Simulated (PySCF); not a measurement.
# C₄H₈OSSi: magnetic properties

What do calculations give for the magnetic properties of C₄H₈OSSi (`CS[Si@@H]1OC=C1C`)?

Programs: PySCF 2.14.0, with routines of our own; each step states its level. All values are computed. Atoms count from 0.

## 1. The starting structure

15 atoms, charge 0, multiplicity 1; geometry from: GFN2-xTB.

## 2. Magnetic properties: GIAO PBE/pcSseg-1

What the job is given:

```
{"job": {"kind": "mag", "xc": "PBE", "basis": "pcSseg-1", "isotopologues": 2}, "charge": 0, "multiplicity": 1}
C      2.547276    -0.116937     0.538261
S      2.175727     0.098365    -1.236201
Si     0.171223     0.809450    -1.128355
O     -0.065303     1.841630     0.196726
C     -1.047555     1.012159     0.731919
C     -1.149488    -0.051325    -0.065050
C     -2.037060    -1.240197    -0.014830
H      1.998219    -0.969890     0.924323
H      2.275869     0.787386     1.072256
H      3.614438    -0.294182     0.612892
H     -0.172019     1.432482    -2.383879
H     -1.523450     1.333382     1.641217
H     -2.687409    -1.263836    -0.888694
H     -2.654108    -1.211903     0.881839
H     -1.450775    -2.158594    -0.012900
```

Method: GIAO PBE/pcSseg-1 magnetisability, rotational g tensor and spin-rotation constants, non-relativistic, gas phase.

The run is started by

```sh
$ OMP_NUM_THREADS=1 python excited_run.py task.json out
```

The driver reads the jobs from task.json and runs them one after another.

The log of the run:

```text
coarse grid: 13640 points
cycle   1  E = -919.2697404242  dE =  8.129e-01  |g| = 8.646e-01  |ddm| = 3.684e+00
cycle   2  E = -918.7807261907  dE =  4.890e-01  |g| = 1.747e+00  |ddm| = 2.781e+00
cycle   3  E = -919.4050950663  dE = -6.244e-01  |g| = 3.241e-01  |ddm| = 2.274e+00
cycle   4  E = -919.4238794072  dE = -1.878e-02  |g| = 1.559e-01  |ddm| = 4.302e-01
cycle   5  E = -919.4288760919  dE = -4.997e-03  |g| = 7.099e-02  |ddm| = 1.931e-01
cycle   6  E = -919.4301145709  dE = -1.238e-03  |g| = 1.649e-02  |ddm| = 7.712e-02
cycle   7  E = -919.4301875081  dE = -7.294e-05  |g| = 4.911e-03  |ddm| = 2.540e-02
cycle   8  E = -919.4301940740  dE = -6.566e-06  |g| = 1.377e-03  |ddm| = 7.079e-03
final grid: 122688 points
cycle   9  E = -919.5025197429  dE = -1.656e-06  |g| = 1.887e-02  |ddm| = 3.516e-02
cycle  10  E = -919.5022029947  dE =  3.167e-04  |g| = 4.280e-02  |ddm| = 5.047e-02
cycle  11  E = -919.5025796610  dE = -3.767e-04  |g| = 7.926e-03  |ddm| = 4.139e-02
cycle  12  E = -919.5025947759  dE = -1.511e-05  |g| = 1.249e-03  |ddm| = 7.609e-03
cycle  13  E = -919.5025951735  dE = -3.976e-07  |g| = 3.682e-04  |ddm| = 1.658e-03
cycle  14  E = -919.5025952086  dE = -3.517e-08  |g| = 9.918e-05  |ddm| = 4.496e-04
cycle  15  E = -919.5025952111  dE = -2.447e-09  |g| = 3.162e-05  |ddm| = 1.489e-04
cycle  16  E = -919.5025952113  dE = -2.096e-10  |g| = 8.862e-06  |ddm| = 3.302e-05
converged SCF energy = -919.5025952113

Magnetisability tensor (1e-30 J/T^2)
    -1243.73      -62.56      -74.10
      -62.56    -1318.73       22.78
      -74.10       22.78    -1284.79
isotropic -1282.42   principal values   -1361.31  -1324.61  -1161.32
isotropic susceptibility -77.229 1e-6 cm^3/mol

Inertial axes            a          b          c
rot. const./GHz      2.9184     1.2145     1.1410
chi total           -73.433    -78.863    -79.391
chi diamagnetic    -536.999  -1104.395  -1159.484
chi paramagnetic    463.566   1025.532   1080.093
quadrupole/D A        1.339     -5.619      4.280
g nuclear            0.5978     0.5749     0.5665
g electronic        -0.6356    -0.5851    -0.5790
g total             -0.0378    -0.0103    -0.0125

Spin-rotation constants (kHz, H = +C I.J)
atom  isotope        aa         bb         cc
  7     1H       -0.155     -0.047     -0.106
  8     1H       -0.243      0.000     -0.109
  9     1H        0.043     -0.131     -0.115
 10     1H       -0.260     -0.104      0.069
 11     1H       -0.054     -0.082     -0.016
 12     1H       -0.238     -0.129     -0.002
 13     1H       -0.086     -0.130     -0.061
 14     1H       -0.237     -0.008     -0.115
  0    13C*       0.430      0.173      0.137
  1    33S*       0.615      0.265      0.206
  2   29Si*      -2.022     -0.744     -0.875
  3    17O*      -0.404     -0.197     -0.220
  4    13C*       1.309      0.387      0.379
  5    13C*       1.052      0.385      0.293
  6    13C*       0.402      0.175      0.165
* in the singly substituted isotopologue

Isotopologues: g along a, b, c
2H    at 7,8,9,10,11,12    -0.0316    -0.0092    -0.0112
13C   at 0                 -0.0374    -0.0101    -0.0124
```

Run time: 29 s. Hardware: 1 thread of Arm Neoverse V2, shared host; peak memory 0.65 GiB.

Key values:

| quantity | value |
| --- | --- |
| magnetisability | -1282·10⁻³⁰ J/T² |
| molar susceptibility | -77.2·10⁻⁶ cm³/mol |
| rotational g (a, b, c) | -0.0378, -0.0103, -0.0125 |

## 3. Magnetic properties: GIAO BHandHLYP/6-31++G**

Settings changed since step 2:

```diff
@@ -1,2 +1,2 @@
-{"job": {"kind": "mag", "xc": "PBE", "basis": "pcSseg-1", "isotopologues": 2}, "charge": 0, "multiplicity": 1}
+{"job": {"kind": "mag", "xc": "BHandHLYP", "basis": "6-31++G**", "scf": {"aux": "cc-pvdz-ri", "max_cycle": 79}}, "charge": 0, "multiplicity": 1}
 C      2.547276    -0.116937     0.538261
```

Method: GIAO BHandHLYP/6-31++G** magnetisability, rotational g tensor and spin-rotation constants, non-relativistic, gas phase.

The log of the run:

```text
final grid: 122688 points
cycle   1  E = -919.9591042291  dE =  1.115e+00  |g| = 6.351e-01  |ddm| = 6.776e+00
cycle   2  E = -919.9491316233  dE =  9.973e-03  |g| = 7.260e-01  |ddm| = 5.928e+00
cycle   3  E = -920.0489129988  dE = -9.978e-02  |g| = 8.806e-02  |ddm| = 2.423e+00
cycle   4  E = -920.0501714795  dE = -1.258e-03  |g| = 4.760e-02  |ddm| = 5.441e-01
cycle   5  E = -920.0507542919  dE = -5.828e-04  |g| = 1.045e-02  |ddm| = 2.067e-01
cycle   6  E = -920.0507816826  dE = -2.739e-05  |g| = 2.573e-03  |ddm| = 5.889e-02
cycle   7  E = -920.0507837402  dE = -2.058e-06  |g| = 4.369e-04  |ddm| = 1.863e-02
cycle   8  E = -920.0507838217  dE = -8.149e-08  |g| = 1.159e-04  |ddm| = 3.500e-03
cycle   9  E = -920.0507838273  dE = -5.603e-09  |g| = 4.822e-05  |ddm| = 1.015e-03
cycle  10  E = -920.0507838281  dE = -7.603e-10  |g| = 1.654e-05  |ddm| = 2.664e-04
converged SCF energy = -920.0507838281

Magnetisability tensor (1e-30 J/T^2)
    -1271.68      -50.73      -77.01
      -50.73    -1340.86       25.54
      -77.01       25.54    -1313.07
isotropic -1308.54   principal values   -1378.18  -1355.75  -1191.67
isotropic susceptibility -78.802 1e-6 cm^3/mol

Inertial axes            a          b          c
rot. const./GHz      2.9184     1.2145     1.1410
chi total           -74.987    -80.151    -81.268
chi diamagnetic    -537.480  -1104.490  -1160.333
chi paramagnetic    462.493   1024.339   1079.065
quadrupole/D A        1.350     -6.264      4.914
g nuclear            0.5978     0.5749     0.5665
g electronic        -0.6341    -0.5845    -0.5784
g total             -0.0363    -0.0096    -0.0120

Spin-rotation constants (kHz, H = +C I.J)
atom  isotope        aa         bb         cc
  7     1H       -0.157     -0.050     -0.106
  8     1H       -0.241     -0.004     -0.108
  9     1H        0.035     -0.132     -0.113
 10     1H       -0.272     -0.105      0.063
 11     1H       -0.052     -0.085     -0.016
 12     1H       -0.236     -0.128     -0.005
 13     1H       -0.087     -0.130     -0.061
 14     1H       -0.238     -0.010     -0.115
  0    13C*       0.349      0.141      0.113
  1    33S*       0.523      0.219      0.161
  2   29Si*      -1.734     -0.644     -0.737
  3    17O*      -0.312     -0.156     -0.173
  4    13C*       1.205      0.335      0.333
  5    13C*       0.973      0.348      0.255
  6    13C*       0.328      0.144      0.133
* in the singly substituted isotopologue
```

It took 20 s on 1 thread of Arm Neoverse V2, shared host; peak memory 0.82 GiB.

A normal end doesn't make this result sound: the fitting basis cc-pvdz-ri is not made for Coulomb and exchange fitting here.

## 4. Outcome

```
                                          quantity                               value
       magnetisability (step 2, GIAO PBE/pcSseg-1)                    -1282·10⁻³⁰ J/T²
  molar susceptibility (step 2, GIAO PBE/pcSseg-1)                  -77.2·10⁻⁶ cm³/mol
rotational g (a, b, c) (step 2, GIAO PBE/pcSseg-1)           -0.0378, -0.0103, -0.0125
                                              runs  0 failed, 1 ended on unsound input
```

The values above hold for this geometry and these levels alone. Vibrational averaging and real surroundings are missing from these values.
